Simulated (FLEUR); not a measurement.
# InSb3 (Fm-3m) in FLEUR: further runs, part 2 of 2

FLEUR MaX-R8.1 (later development tree).

## 5. Equation of state, LDA, 27.32 Å³/atom

Changes to inp.xml since step 4:

```diff
@@ -24,3 +24,3 @@
       <xi:include xmlns:xi="http://www.w3.org/2001/XInclude" href="sym.xml"> </xi:include>
-      <bulkLattice scale="0.9864848297">
+      <bulkLattice scale="1.0000000000">
          <bravaisMatrix>
```

The run is started by

```
> inpgen -f crystal.txt -profile fastHighL
> # inp.xml edited to the form shown
> fleur_MPI
```

Wall time 2.1 min (1 thread of Arm Neoverse V2, shared host); peak memory 0.11 GiB.

It converged, with:

```yaml
Free_energy: -688788.5541 eV
Band_gap_on_the_k_mesh: none (metal or under the smearing width)
Valence_electrons_inside_the_program's_atomic_spheres: Sb 19.02, 19.06; In 19.41 (radii Sb 2.66, In 2.66 bohr)
```

## 6. Equation of state, LDA, 28.41 Å³/atom (volume scaled by 1.04)

Changes to inp.xml since step 5:

```diff
@@ -24,3 +24,3 @@
       <xi:include xmlns:xi="http://www.w3.org/2001/XInclude" href="sym.xml"> </xi:include>
-      <bulkLattice scale="1.0000000000">
+      <bulkLattice scale="1.0131594038">
          <bravaisMatrix>
```

Potentials or basis: all-electron, FLAPW.

The run is started by

```
> inpgen -f crystal.txt -profile fastHighL
> # inp.xml edited to the form shown
> fleur_MPI
```

It took 2.3 min on 1 thread of Arm Neoverse V2, shared host; peak memory 0.11 GiB.

The run converged. Its results:

```yaml
Free_energy: -688788.4167 eV
Band_gap_on_the_k_mesh: none (metal or under the smearing width)
Valence_electrons_inside_the_program's_atomic_spheres: Sb 18.99, 19.03; In 19.39 (radii Sb 2.66, In 2.66 bohr)
```

## 7. Equation of state, LDA, 28.96 Å³/atom (volume scaled by 1.06)

Changes to inp.xml since step 6:

```diff
@@ -24,3 +24,3 @@
       <xi:include xmlns:xi="http://www.w3.org/2001/XInclude" href="sym.xml"> </xi:include>
-      <bulkLattice scale="1.0131594038">
+      <bulkLattice scale="1.0196128224">
          <bravaisMatrix>
```

The run is started by

```
> inpgen -f crystal.txt -profile fastHighL
> # inp.xml edited to the form shown
> fleur_MPI
```

It took 2.3 min on 1 thread of Arm Neoverse V2, shared host; peak memory 0.11 GiB.

The run converged. Its results:

| Quantity | Value |
| --- | --- |
| Free energy | -688788.3339 eV |
| Band gap on the k mesh | none (metal or under the smearing width) |
| Valence electrons inside the program's atomic spheres | Sb 18.98, 19.02; In 19.37 (radii Sb 2.66, In 2.66 bohr) |

## 8. Equation of state, LDA

Potentials or basis: all-electron, FLAPW.

This step only gathers the single runs of the series.

Results:

```
Equilibrium volume : 25.18 Å³/atom (rough: see the caveat)
Bulk modulus       : 64 GPa (rough)
```

Energy against volume, from the lowest point:
```
volume (Å³/atom)  energy (meV/atom)
          25.679               0.00
          26.226               6.07
          27.318              28.95
          28.411              63.30
          28.957              83.99
```

Caveat: the minimum lies outside the volumes run.
